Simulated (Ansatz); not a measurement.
**Zr: the crystal squeezed far**

How does Zr (hcp type) answer strong compression? The runs shown use PAW.

Method: DFT, LDA, PAW with Ansatz's default frozen-core files, scalar-relativistic, in Ansatz 0.2.0.

1 further run of the same task is left out (it didn't finish). Runs told in other sessions of the task aren't counted.

### Step 1. The structure to begin with

The structure is hexagonal, space group P6_3/mmc (No. 194). Conventional cell: a = 3.143 Å, b = 3.143 Å, c = 5.092 Å, α = 90.00°, β = 90.00°, γ = 120.00°. Zr (site symmetry -6m2) is surrounded by 12 Zr at 3.13 to 3.14 Å.

Structure file:

```
CELL_PARAMETERS angstrom
3.14321 0.00000 0.00000
-1.57161 2.72210 0.00000
0.00000 0.00000 5.09201
ATOMIC_POSITIONS crystal
Zr 0.33333 0.66667 0.25000
Zr 0.66667 0.33333 0.75000
```

Whether this phase is the stable one at these pressures isn't tested.

Atoms are numbered in the order of the input: Zr1, Zr2.

### Step 2. Cell relaxed at zero pressure, PAW

File input.yaml:

```yaml
crystal:
  lattice:
    - [3.143214307, 0.0, 0.0]
    - [-1.5716071535, 2.7221034394, 0.0]
    - [0.0, 0.0, 5.0920071773]
  atoms:
    - { symbol: Zr, position: [0.3333333333, 0.6666666667, 0.25] }
    - { symbol: Zr, position: [0.6666666667, 0.3333333333, 0.75] }
kpoints:
  mp_grid: { grid: [14, 14, 8] }
scf:
  occupations: { method: fermi_dirac, width: 0.1 }
hamiltonian:
  xc: lda
  pseudopotentials: { kind: paw }
output:
  forces: true
  stress: true
  write_density: true
  write_potential: true
  elf: true
  volumetric_format: npy
relax:
  f_tol: 0.005
  max_steps: 40
  cell: {}
```

Run with:

```sh
$ ansatz run input.yaml --threads 1 --pin off --max-ram 2048MiB --backend cpu --events-out ev --progress --plain --runs-dir out
```

Further steps of the session: Volume scaled by 1, PAW; Shape and atoms relaxed at 0.9 of the volume, PAW; Volume scaled by 0.9, PAW; Shape and atoms relaxed at 0.8 of the volume, PAW; Volume scaled by 0.8, PAW; Shape and atoms relaxed at 0.7 of the volume, PAW; Volume scaled by 0.7, PAW; Shape and atoms relaxed at 0.6 of the volume, PAW; Volume scaled by 0.6, PAW; Shape and atoms relaxed at 0.5 of the volume, PAW; Volume scaled by 0.5, PAW; Shape and atoms relaxed at 0.4 of the volume, PAW; Volume scaled by 0.4, PAW; Volume scaled by 0.4, PAW (cutoff 600 eV).

Q: Predict the outcome of this session. Wanted: PAW pressure at 0.4 of the volume; fitted bulk modulus at zero pressure.

The runs gave:

| quantity | value |
| --- | --- |
| PAW pressure at 0.4 of the volume | 455.6 GPa |
| PAW (cutoff 600 eV) pressure at 0.4 of the volume | 455.5 GPa |
| fitted bulk modulus at zero pressure (PAW) | 86 GPa |
| its pressure derivative | 3.82 |

By PAW the pressure climbs to 456 GPa at 0.4 of the first volume. A third-order Birch-Murnaghan curve fits the range only roughly (B₀ = 86 GPa, B′ = 3.82, misfit at most 3.99 GPa). A fit over so wide a range leans to the high pressures, so B₀ can be off by several per cent. No all-electron run checks these rows here, and frozen cores can fail under such compression. The ions are at rest, and the electrons smeared by 0.1 eV.
